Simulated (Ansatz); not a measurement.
# Al2Ru: the cost of one run

Computed with Ansatz 0.2.0 (DFT PBEsol, scalar-relativistic, plane waves, PAW, unless a step's input says otherwise).

1 further run of the same task is left out (set aside as unsound or not needed).

### Step 1. Starting point

The structure is tetragonal, space group I4/mmm (No. 139). Conventional cell: a = 3.121 Å, b = 3.121 Å, c = 8.422 Å, α = 90.00°, β = 90.00°, γ = 90.00°. Around Al (site symmetry 4mm) lie 5 Ru at 2.58 to 2.87 Å and 5 Al at 2.68 to 2.69 Å. Ru (site symmetry 4/mmm) has 10 Al at 2.58 to 2.87 Å as nearest neighbours.

Structure file:

```
CELL_PARAMETERS angstrom
-1.56064 1.56064 4.21104
1.56064 -1.56064 4.21104
1.56064 1.56064 -4.21104
ATOMIC_POSITIONS crystal
Al 0.65908 0.65908 0.00000
Al 0.34092 0.34092 0.00000
Ru 0.00000 0.00000 0.00000
```

It goes back to an entry of the Materials Project, which need not be the stable form.

This cell was relaxed beforehand with the same method: volume 13.68 Å³/atom, gap on the mesh none (metal).

### Step 2. What is varied

The energy is mapped over volume and a fixed ferromagnetic moment.

The axes are (1) volume per atom: 5 values from 10.26 to 17.09 Å³; (2) total spin moment of the cell, held fixed: 7 values from 0.00 to 1.50 μB.

Nothing else is relaxed (shape and fractional coordinates fixed). Points are written as (first, second).

### Step 3. Point (13.68 Å³, 0.00 μB)

The input, input.yaml:

```yaml
crystal:
  lattice:
    - [-1.5606369532, 1.5606369532, 4.2110398761]
    - [1.5606369532, -1.5606369532, 4.2110398761]
    - [1.5606369532, 1.5606369532, -4.2110398761]
  atoms:
    - { symbol: Al, position: [0.6590805104, 0.6590805104, 0.0] }
    - { symbol: Al, position: [0.3409194896, 0.3409194896, 0.0] }
    - { symbol: Ru, position: [0.0, 0.0, 0.0] }
basis:
  ecutwfc: 420
kpoints:
  mp_grid: { grid: [20, 20, 20] }
hamiltonian:
  xc: pbesol
  pseudopotentials: { kind: paw, azcp: { folder: soft_1 } }
scf:
  occupations: { method: gaussian, width: 0.15 }
  lower_state_search: "off"
output:
  forces: true
  stress: true
  eigenvalues: true
```

Command:

```console
> ansatz run input.yaml --threads 4 --pin off --max-ram 8192MiB --backend cpu --events-out ev --progress --plain --runs-dir out
```

Q: Estimate wall time and peak memory on 4 threads of Intel Xeon Platinum 8259CL at 2.50GHz (Skylake/Cascade Lake), shared host.

About 9.9 s, with a peak of 0.65 GiB.
